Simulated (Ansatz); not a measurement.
# BGeH₃+ (doublet): wave-function methods side by side, cc-pVDZ

An exercise on one series of results from a longer session: the logs are not shown, and one member is left open.

Program: Ansatz 0.2.0, Gaussian basis. Level of theory: cc-pVDZ, core rule «outside noble gas», up to 15 orbitals frozen. These are calculated values, not measurements.

Plan: UHF; CCSD(T) on ROHF; CCSD(T) on UHF; BCCD(T) on ROHF; CISD; CCSDT(Q) on ROHF; CCSDT(Q) on UHF; CASSCF and NEVPT2, 9 electrons in 11 orbitals.

23 further runs of the same task are left out: 1 for a mislabelled method, 2 for a known fault of the program, 8 that didn't finish, 12 set aside as unsound or not needed.

## What is computed

The geometry is a PBE0/def2-TZVP stationary point (not a proven minimum) of the parent state, kept for this charge and spin. No spin-orbit coupling is included. The filled d shell of Ge may be among the frozen orbitals whatever the setting's name suggests; the logs give the count.

5 atoms, charge 1, spin multiplicity 2.

Atoms are counted from 1 here; the program's logs count them from 0.

Bond lengths: Ge1–B2 2.042 Å, Ge1–H3 1.540 Å, Ge1–H4 1.541 Å, Ge1–H5 1.540 Å. Angles: B2–Ge1–H3 113.2°, B2–Ge1–H4 102.7°, B2–Ge1–H5 113.2°, H3–Ge1–H4 109.4°, H3–Ge1–H5 108.8°, H4–Ge1–H5 109.4°.

The first run:

Input file in.yaml:

```yaml
crystal:
  periodic: [false, false, false]
  atoms:
    - {symbol: Ge, position_ang: [-0.001461, 0.000000, 0.237148]}
    - {symbol: B, position_ang: [0.029551, 0.000003, -1.804248]}
    - {symbol: H, position_ang: [0.648910, 1.252233, 0.854533]}
    - {symbol: H, position_ang: [-1.509666, -0.000094, 0.552300]}
    - {symbol: H, position_ang: [0.649065, -1.252153, 0.854532]}
basis:
  gaussian: {orbitals: cc-pVDZ}
total_charge: 1
magnetization: {spin_polarized: true, initial_magnetization: 1}
hamiltonian: {xc: hf}
output: {orbitals: {seedname: orbitals}}
```

Started as:

```sh
$ ansatz run in.yaml --threads 1 --pin off --events-out ev --progress --plain --max-ram 2393MiB
```

Among the steps run: UHF; CCSD(T) on ROHF; CCSD(T) on UHF; BCCD(T) on ROHF; CISD; CCSDT(Q) on ROHF; CCSDT(Q) on UHF; CASSCF and NEVPT2, 9 electrons in 11 orbitals.

One table of the session follows, with a row left open; its other results are not shown here.

```
        method  from UCCSDT(Q) (kJ/mol)
          ROHF                   +457.4
           UHF                   +452.2
          RMP2                        ?
          UMP2                   +120.9
          CISD                    +46.9
         RCCSD                    +16.0
         UCCSD                    +15.7
      RCCSD(T)                     +4.0
      UCCSD(T)                     +3.9
       BCCD(T)                     +4.0
        RCCSDT                     +0.6
        UCCSDT                     +0.5
     RCCSDT(Q)                     +0.2
     UCCSDT(Q)                        0
CASSCF valence                   +230.9
NEVPT2 valence                    +62.9
```

**Question.** Estimate the row for RMP2.

**Answer.** from UCCSDT(Q) (kJ/mol): +122.2. In the column «from UCCSDT(Q) (kJ/mol)» it lies between UMP2 (+120.9) and CASSCF valence (+230.9).

Caveats from the session: Restricted and unrestricted rows rest on different reference determinants; where their highest levels disagree by more than a few hundredths of an eV, they describe different states and don't form one ladder.
